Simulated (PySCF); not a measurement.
**KSi⁻ (triplet): basis, grid and Hamiltonian**

Which parts of the numerical set-up matter for KSi⁻ (triplet)? Each run edits the base script.

Program: PySCF 2.14.0. Level of theory: each script names its method and basis. These are calculated values, not measurements.

8 further runs of the same task are left out: 8 that didn't finish.

**1. The starting structure**

KSi⁻ (triplet): 2 atoms, charge -1, spin multiplicity 3.

Bond lengths: K1–Si2 3.160 Å.

**2. The base run**

Input file input.py:

```python
from pyscf import gto, scf

mol = gto.M(
    atom='K 0 0 0; Si 0 0 3.16',
    basis='sbkjc',
    ecp={'K': 'sbkjc', 'Si': 'sbkjc'},
    charge=-1,
    spin=2,
    symmetry=True,
    verbose=3,
)
mf = scf.UHF(mol)
mf = mf.density_fit(auxbasis='def2-universal-jkfit')
mf.kernel()
mf.dip_moment()
print('orbital energies (hartree):', [e[max(0, n-3):n+3].round(4) for e, n in zip(mf.mo_energy, mol.nelec)])
```

Command:

```sh
> OMP_NUM_THREADS=1 python input.py
```

Its log is not repeated here.

It gives: E(SCF) = -3.811297 Eh, ⟨S²⟩ = 2.040.

The bond length is a typed value, not an optimised one. The dipole of an ion depends on the origin. The triplet is typed in the script; nothing here shows that it is the ground state.

**3. Density fitting none**

Run 1 changes density fitting: def2-universal-jkfit → none.

Input file input.py:

```python
from pyscf import gto, scf

mol = gto.M(
    atom='K 0 0 0; Si 0 0 3.16',
    basis='sbkjc',
    ecp={'K': 'sbkjc', 'Si': 'sbkjc'},
    charge=-1,
    spin=2,
    symmetry=True,
    verbose=3,
)
mf = scf.UHF(mol)
mf.kernel()
mf.dip_moment()
print('orbital energies (hartree):', [e[max(0, n-3):n+3].round(4) for e, n in zip(mf.mo_energy, mol.nelec)])
```

Command:

```sh
> OMP_NUM_THREADS=1 python input.py
```

**4. Cc-pvdz-dk (core potential off, X2C on)**

Run 2 changes basis set: sbkjc → cc-pvdz-dk; core potential: on → off; spin-free X2C: off → on. The core potential changes with it: totals don't compare.

input.py: that of step 2 with these lines changed.

```diff
@@ -4,4 +4,3 @@
     atom='K 0 0 0; Si 0 0 3.16',
-    basis='sbkjc',
-    ecp={'K': 'sbkjc', 'Si': 'sbkjc'},
+    basis='cc-pvdz-dk',
     charge=-1,
@@ -12,2 +11,3 @@
 mf = scf.UHF(mol)
+mf = mf.sfx2c1e()
 mf = mf.density_fit(auxbasis='def2-universal-jkfit')
```

What does the calculation give? Wanted: for each run, E(SCF); from base; gap, α spin.

**Answer**, as computed:

```
                                    run  E(SCF) (hartree)  from base (eV)  gap, α spin (eV)  functions
                                   base         -3.811297               0               n/a         16
                   density fitting none         -3.811245         +0.0014               n/a         16
cc-pvdz-dk (core potential off, X2C on)       -890.910881  not comparable              3.40         45
```

What this shows: Total energies from different bases, Hamiltonians or methods carry different errors, so properties are taken as differences within one set-up.
